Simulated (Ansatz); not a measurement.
# CH3AlFOSb: the cost of one run

The runs use Ansatz 0.2.0, Gaussian basis; the settings change from run to run.

**1. The geometry**

An earlier PBE0-D4 in a triple-zeta def2 set relaxation fixed the geometry. Sb takes a core potential in def2 sets; no spin-orbit term is included.

8 atoms, charge 0, spin multiplicity 1.

Atoms are counted from 1 here; the program's logs count them from 0.

Bond lengths: F1–Sb2 2.296 Å, F1–Al5 1.794 Å, Sb2–O3 1.947 Å, Sb2–Al5 2.641 Å, O3–C4 1.458 Å, C4–Al5 1.994 Å, C4–H6 1.096 Å, C4–H7 1.096 Å, Al5–H8 1.579 Å. Angles: Sb2–F1–Al5 79.4°, F1–Sb2–O3 83.1°, F1–Sb2–Al5 41.9°, O3–Sb2–Al5 69.7°, Sb2–O3–C4 112.9°, O3–C4–Al5 100.9°, O3–C4–H6 107.1°, O3–C4–H7 108.3°, Al5–C4–H6 115.6°, Al5–C4–H7 117.5°, H6–C4–H7 106.8°, F1–Al5–Sb2 58.7°, F1–Al5–C4 98.8°, F1–Al5–H8 114.8°, Sb2–Al5–C4 74.4°, Sb2–Al5–H8 144.6°, C4–Al5–H8 137.9°.

**2. wB97X/ANO-RCC-VTZP**

This run has relativity set to scalar.

Contents of in.yaml:

```yaml
crystal:
  periodic: [false, false, false]
  atoms:
    - {symbol: F, position_ang: [-1.490577, -1.246006, -0.230450]}
    - {symbol: Sb, position_ang: [0.640107, -2.013469, -0.610807]}
    - {symbol: O, position_ang: [0.916492, -0.209619, -1.289011]}
    - {symbol: C, position_ang: [0.509562, 0.821401, -0.342035]}
    - {symbol: Al, position_ang: [-0.566861, -0.254788, 0.946029]}
    - {symbol: H, position_ang: [-0.047092, 1.576950, -0.908532]}
    - {symbol: H, position_ang: [1.410899, 1.313485, 0.040072]}
    - {symbol: H, position_ang: [-1.280328, -0.044954, 2.338835]}
basis:
  gaussian: {orbitals: ANO-RCC-VTZP}
hamiltonian: {xc: {name: wB97X}, pseudopotentials: {relativity: scalar}}
output: {forces: true}
```

On the command line:

```sh
ansatz run in.yaml --threads 4 --pin off --events-out ev --progress --plain --max-ram 10444MiB
```

What time and memory should one allow on 4 threads of Arm Neoverse V2, shared host?

About 28 s, with a peak of 1.4 GiB.
